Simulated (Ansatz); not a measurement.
# One shape, several levels: singlet CH2GeN−

We compute a comparison of 6 runs (HF/STO-3G, BHLYP/def2-SVPD, PBE0/def2-SVPD, r2SCAN0/def2-SVPD, RPA@PBE0/def2-SVPD, CCSD/def2-SVPD) of singlet CH2GeN−. 

The results are computed with Ansatz 0.2.0.

57 further runs of the same task are left out: 57 set aside as unsound or not needed.

## Step 1: Starting point

CH2GeN−: 5 atoms, total charge -1, spin state singlet. As SMILES of the parent species, `N#[C][GeH2]`. Geometry: relaxed at PBE0-D4/def2-TZVP. That shape belongs to the parent species and isn't relaxed for this state.

Bond lengths: N1–C2 1.154 Å, C2–Ge3 1.912 Å, Ge3–H4 1.534 Å, Ge3–H5 1.534 Å. Angles: N1–C2–Ge3 175.5°, C2–Ge3–H4 108.2°, C2–Ge3–H5 108.2°, H4–Ge3–H5 114.7°.

## Step 2: A single-point energy at HF/STO-3G (run 1)

in.yaml

```yaml
crystal:
  periodic: [false, false, false]
  atoms:
    - {symbol: N, position_ang: [1.590700, -1.029300, 1.293200]}
    - {symbol: C, position_ang: [0.838400, -0.535900, 0.570400]}
    - {symbol: Ge, position_ang: [-0.315900, 0.241400, -0.740100]}
    - {symbol: H, position_ang: [-1.658900, -0.498000, -0.695900]}
    - {symbol: H, position_ang: [-0.404300, 1.748400, -0.468900]}
basis:
  gaussian: {orbitals: STO-3G}
total_charge: -1
hamiltonian: {xc: hf}
accuracy: high
output: {orbitals: {seedname: orbitals}}
```

Started as:

```sh
$ ansatz run in.yaml --threads 1 --pin off --max-ram 3480MiB --events-out events.jsonl --progress --plain --runs-dir runs
```

The program printed:

```text
Warning: RAYON_NUM_THREADS=1 ignored (pool sized by the plan → 1); use --threads N
Functional definition: HF
  name "HF"
  exchange = exact_x
  correlation = 0
464 factors; integrals over basis functions are off by at most 3.4e-9 eV
mean field evaluation 1: about -58335.9707 eV, gradient 2.7e1 eV
mean field evaluation 2: about -58335.9955 eV, gradient 2.7e1 eV
mean field evaluation 4: about -58338.1789 eV, gradient 2.1e0 eV
mean field evaluation 8: about -58338.2068 eV, gradient 2.6e-2 eV
mean field -58338.20682759 eV, -2143.8895578571 hartree, gradient 5.2e-8 eV, S^2 0.000000; 0 other end points of the search recorded, 0 dependent functions left out
reference -58338.20682759 eV, -2143.8895578571 hartree; 24, 24 occupied and 6, 6 virtual orbitals, 464 factors
Total energy: -58338.20682759 eV, -2143.8895578571 hartree
```

Run time: 0.2 s. Hardware: 1 thread of Arm Neoverse V2, shared host.

## Step 3: The energy at BHLYP/def2-SVPD (run 2)

run.yaml

```yaml
crystal:
  periodic: [false, false, false]
  atoms:
    - symbol: N
      position_ang: [1.590700, -1.029300, 1.293200]
    - symbol: C
      position_ang: [0.838400, -0.535900, 0.570400]
    - symbol: Ge
      position_ang: [-0.315900, 0.241400, -0.740100]
    - symbol: H
      position_ang: [-1.658900, -0.498000, -0.695900]
    - symbol: H
      position_ang: [-0.404300, 1.748400, -0.468900]
basis:
  gaussian: {orbitals: def2-SVPD}
output: {orbitals: {seedname: orbitals}}
accuracy: high
hamiltonian: {xc: {name: BHLYP}}
total_charge: -1
```

Started as:

```sh
$ ansatz run run.yaml --threads 1 --pin off --max-ram 3480MiB --events-out events.jsonl --progress --plain --runs-dir runs
```

The program printed:

```text
Warning: RAYON_NUM_THREADS=1 ignored (pool sized by the plan → 1); use --threads N
Functional definition: BHLYP
  name "BHLYP"
  parameter a = 0.5
  exchange = (1 - a)*b88_x + a*exact_x
  correlation = lyp_c
1837 factors; integrals over basis functions are off by at most 4.0e-9 eV
mean field evaluation 1: about -59065.4549 eV, gradient 1.9e1 eV
mean field evaluation 2: about -59065.0670 eV, gradient 2.6e1 eV
mean field evaluation 4: about -59066.3061 eV, gradient 1.4e0 eV
mean field evaluation 8: about -59066.5320 eV, gradient 1.6e-1 eV
mean field evaluation 16: about -59066.5322 eV, gradient 1.1e-4 eV
mean field -59066.53218970 eV, -2170.6550212379 hartree, gradient 2.8e-8 eV, S^2 0.000000; 0 other end points of the search recorded, 0 dependent functions left out
reference -59066.53221530 eV, -2170.6550221789 hartree; 24, 24 occupied and 70, 70 virtual orbitals, 1837 factors
Total energy: -59066.53221530 eV, -2170.6550221789 hartree
```

It took 7.8 s on 1 thread of Arm Neoverse V2, shared host; peak memory 0.29 GiB.

Runs 3 to 5 aren't shown in full; the table further down has their settings and results.

## Step 4: A single-point energy at CCSD/def2-SVPD (run 6)

input.yaml

```yaml
crystal:
  periodic: [false, false, false]
  atoms:
    - {symbol: "N", position_ang: [1.590700, -1.029300, 1.293200]}
    - {symbol: C, position_ang: [0.838400, -0.535900, 0.570400]}
    - {symbol: Ge, position_ang: [-0.315900, 0.241400, -0.740100]}
    - {symbol: H, position_ang: [-1.658900, -0.498000, -0.695900]}
    - {symbol: H, position_ang: [-0.404300, 1.748400, -0.468900]}
basis:
  gaussian:
    orbitals: def2-SVPD
total_charge: -1
correlation:
  method: ccsd
  frozen_orbitals: {C: 1, Ge: 9, H: 0, "N": 1}
accuracy: high
scf:
  omitted_lower_state_checks: [cluster_reference, increment]
```

Started as:

```sh
$ ansatz run input.yaml --threads 1 --pin off --max-ram 3480MiB --events-out events.jsonl --progress --plain --runs-dir runs
```

The program printed:

```text
Warning: RAYON_NUM_THREADS=1 ignored (pool sized by the plan → 1); use --threads N
[... 11 lines left out ...]
11 core orbitals not correlated: weight in the atoms' cores, before any rotation towards them, 1.000 or more for the frozen orbitals, at most 0.000 for the correlated occupied ones
[... 24 lines left out ...]
Total energy: -59022.78034868 eV, -2169.0471707366 hartree
Checks for a lower state left out: cluster_reference, increment
```

Run time: 18 s. Hardware: 1 thread of Arm Neoverse V2, shared host; peak memory 0.56 GiB.

## Step 5: Overview of the runs

```tsv
run	level	frozen core orbitals	energy (Eh)	HOMO energy (eV)	LUMO energy (eV)	HOMO–LUMO gap (eV)	wall time
1	HF/STO-3G	–	-2143.889558	3.00	16.53	13.53	0.2 s
2	BHLYP/def2-SVPD	–	-2170.655022	-0.53	4.91	5.43	7.8 s
3	PBE0/def2-SVPD	–	-2170.360154	0.21	4.48	4.27	6.6 s
4	r2SCAN0/def2-SVPD	–	-2170.638611	0.07	4.90	4.83	14 s
5	RPA@PBE0/def2-SVPD	11	-2169.213121	–	–	–	15 s
6	CCSD/def2-SVPD	11	-2169.047171	–	–	–	18 s
```

## Step 6: What came out

```
                                           quantity           value
                                run 6: total energy  -2169.04717 Eh
run 6: correlation energy (11 core orbitals frozen)      -546.1 mEh
                               run 6: T1 diagnostic           0.013
```

In words: Over runs 1, 2, 3, 4 the HOMO–LUMO gap runs from 4.27 eV (PBE0/def2-SVPD) to 13.53 eV (HF/STO-3G). The two ends differ in method and basis. The empty levels of an anion lie above zero and hang on the basis. Totals of different functionals can't be ranked against each other. In runs 1, 3, 4 the HOMO lies above zero, so the outermost electron may be held by the basis alone. In run 1 the basis is minimal, so the values are rough. All runs together took 62 s, the longest 18 s.
